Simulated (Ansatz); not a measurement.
# HCN in Ansatz: the effect of exact exchange

HCN:

```xyz
3
Lattice="-2.3161 2.3161 2.1599 2.3161 -2.3161 2.1599 2.3161 2.3161 -2.1599" Properties=species:S:1:pos:R:3 pbc="T T T"
N     0.0000    0.0000    1.1747
C     0.0000    0.0000    0.0159
H     0.0000    0.0000    3.2489
```

The cell comes from a database or a generator and needn't be the stable form of this composition.

Alike in all runs:

```yaml
Program: Ansatz 0.2.0
Task: single point
Functional: HSE06 form with a typed share of exact exchange
Potentials_or_basis: Ansatz PAW
Cutoff: "420 eV (not typed: the program's choice for these potentials)"
k_mesh: 4 × 4 × 4
Occupations: fermi-dirac, width 0.05 eV
Spin: no spin polarisation
```

```csv
exact exchange,gap on the mesh (eV),pressure (GPa),largest force (eV/Å)
0.05,7.09,-0.5,0.67
0.1,7.40,-1.0,0.91
0.15,?,?,?
0.2,8.03,-1.9,1.46
0.25,8.34,-2.4,1.75
0.3,8.65,-2.9,2.04
0.4,9.26,-3.8,2.60
0.5,9.88,-4.8,3.15
```

Task: What does the run with exact exchange 0.15 give?

Result: gap on the mesh 7.71 eV; pressure -1.5 GPa; largest force 1.17 eV/Å.

Worked out: A straight line through the other rows of the gap on the mesh, of slope 6.2 eV per unit of exact exchange, gives 7.71 eV, against the run's 7.71. A straight line through the other rows of the pressure, of slope -9.51 GPa per unit of exact exchange, gives -1.5 GPa, against the run's -1.5. A straight line through the other rows of the largest force, of slope 5.56 eV/Å per unit of exact exchange, gives 1.20 eV/Å, against the run's 1.17.

Caveats: all runs use coarse meshes; the PAW data sets come from PBE, with cores solved anew for the run's functional, which leaves a small shift of forces and pressure; the thresholds are loose for stress; forces of over 1 eV/Å show positions far from the minimum, so gaps and moduli don't describe the material at rest (some runs).

A k mesh can miss the band edges.
